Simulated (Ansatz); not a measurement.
**H7InO4Si: one species, many methods**

How much do the methods differ for H7InO4Si? The plan is to run it at one geometry with functionals of several rungs and with coupled cluster. The yardstick is the atomisation energy at the CCSD(T) limit.

Computed with Ansatz 0.2.0, Gaussian basis. Level: functionals in def2-TZVPP, the program's frozen cores in correlated methods.

The runs, in order: PBE-D4, r2SCAN-D4, PBE0-D4, B3LYP-D4, ωB97X-V, ωB97M-V, B2PLYP; CCSD(T)/def2-TZVPP; MP2/def2-QZVPP; extrapolation to the limit.

### Step 1. The geometry

An earlier PBE0-D4 in a triple-zeta def2 set relaxation fixed the geometry. In takes the def2 core potential; no spin-orbit term is included.

SMILES `[OH][In-]([OH])([OH])[OH+][SiH3]`, 13 atoms, charge 0, spin multiplicity 1.

Atoms are counted from 1 here; the program's logs count them from 0.

Bond lengths: O1–In2 1.978 Å, O1–H7 0.960 Å, In2–O3 1.982 Å, In2–O4 2.026 Å, In2–O5 2.317 Å, O3–H8 0.960 Å, O4–H9 0.959 Å, O5–Si6 1.674 Å, O5–H10 0.983 Å, Si6–H11 1.484 Å, Si6–H12 1.478 Å, Si6–H13 1.482 Å. Angles: In2–O1–H7 111.7°, O1–In2–O3 121.3°, O1–In2–O4 120.0°, O1–In2–O5 110.3°, O3–In2–O4 116.8°, O3–In2–O5 98.9°, O4–In2–O5 72.7°, In2–O3–H8 112.5°, In2–O4–H9 115.2°, In2–O5–Si6 131.1°, In2–O5–H10 84.0°, Si6–O5–H10 119.7°, O5–Si6–H11 108.9°, O5–Si6–H12 105.4°, O5–Si6–H13 110.4°, H11–Si6–H12 110.8°, H11–Si6–H13 109.7°, H12–Si6–H13 111.5°.

Coordinates:

```
O    -1.0895   -2.4593   -1.2309
In    0.1938   -0.9716   -1.0037
O     1.9099   -1.2279   -0.0450
O     0.0207    0.6982   -2.1376
O    -0.7227    0.6810    0.3364
Si   -0.2802    1.2396    1.8507
H    -1.8197   -2.2137   -1.8040
H     2.0511   -2.1402    0.2179
H     0.8301    0.9891   -2.5616
H    -0.5861    1.2524   -0.4516
H    -1.2560    2.2685    2.2867
H    -0.3311    0.0576    2.7362
H     1.0798    1.8264    1.8065
```

### Step 2. PBE-D4 (GGA)

File in.yaml:

```yaml
crystal:
  periodic: [false, false, false]
  atoms:
    - {symbol: O, position_ang: [-1.089497, -2.459283, -1.230887]}
    - {symbol: In, position_ang: [0.193834, -0.971633, -1.003706]}
    - {symbol: O, position_ang: [1.909884, -1.227912, -0.045020]}
    - {symbol: O, position_ang: [0.020738, 0.698174, -2.137626]}
    - {symbol: O, position_ang: [-0.722732, 0.681023, 0.336446]}
    - {symbol: Si, position_ang: [-0.280231, 1.239587, 1.850678]}
    - {symbol: H, position_ang: [-1.819742, -2.213721, -1.804050]}
    - {symbol: H, position_ang: [2.051084, -2.140244, 0.217943]}
    - {symbol: H, position_ang: [0.830119, 0.989095, -2.561576]}
    - {symbol: H, position_ang: [-0.586128, 1.252362, -0.451647]}
    - {symbol: H, position_ang: [-1.256025, 2.268467, 2.286707]}
    - {symbol: H, position_ang: [-0.331144, 0.057647, 2.736246]}
    - {symbol: H, position_ang: [1.079840, 1.826448, 1.806512]}
basis:
  gaussian: {orbitals: def2-TZVPP}
hamiltonian: {xc: pbe, dispersion: d4}
output: {forces: true, orbitals: {seedname: orbitals}}
```

Command:

```bash
> ansatz run in.yaml --threads 2 --pin off --events-out ev --progress --plain --max-ram 32768MiB --backend cuda --devices 0, --max-vram 18GiB
```

Further steps of the session: r2SCAN-D4 (meta-GGA); PBE0-D4 (hybrid); B3LYP-D4 (hybrid); ωB97X-V (range-separated); ωB97M-V (range-separated); B2PLYP (double hybrid); CCSD(T) in def2-TZVPP; MP2 in def2-QZVPP.

Q: Predict the results of all the runs planned. Wanted: atomisation energy, CCSD(T)/CBS; farthest; mean size of error, hybrid; mean size of error, range-separated; gap, smallest and largest; T1 diagnostic; triples share of the correlation energy.

**Answer**, as computed:

```
                               quantity                                 value
        atomisation energy, CCSD(T)/CBS                             45.124 eV
    functionals within 0.451 eV (1.0 %)                                PBE-D4
                               farthest                   PBE0-D4 (-1.618 eV)
             mean size of error, hybrid                              1.360 eV
    mean size of error, range-separated                              0.540 eV
              gap, smallest and largest  4.27 eV (PBE-D4), 11.47 eV (ωB97X-V)
                          T1 diagnostic                                0.0151
triples share of the correlation energy                                 3.4 %
```

What this shows: PBE-D4 is off by -0.359 eV. Double hybrids carry the basis error of their MP2 part in triple zeta, and no dispersion term here, so their miss is partly the set-up's. Misses under about 0.451 eV are within the doubt on the reference itself, which lacks core-valence correlation, spin-orbit coupling and higher excitations, and its outer-core shells are covered unevenly. All levels share the lack of spin-orbit coupling, which lowers the free heavy atoms and so the true binding. Hartree-Fock recovers 66 % of the binding; the rest is correlation. Orbital gaps span 4.3 to 11.5 eV; exact exchange widens them. Correlated methods include outer-core shells of In, which these sets cover unevenly.
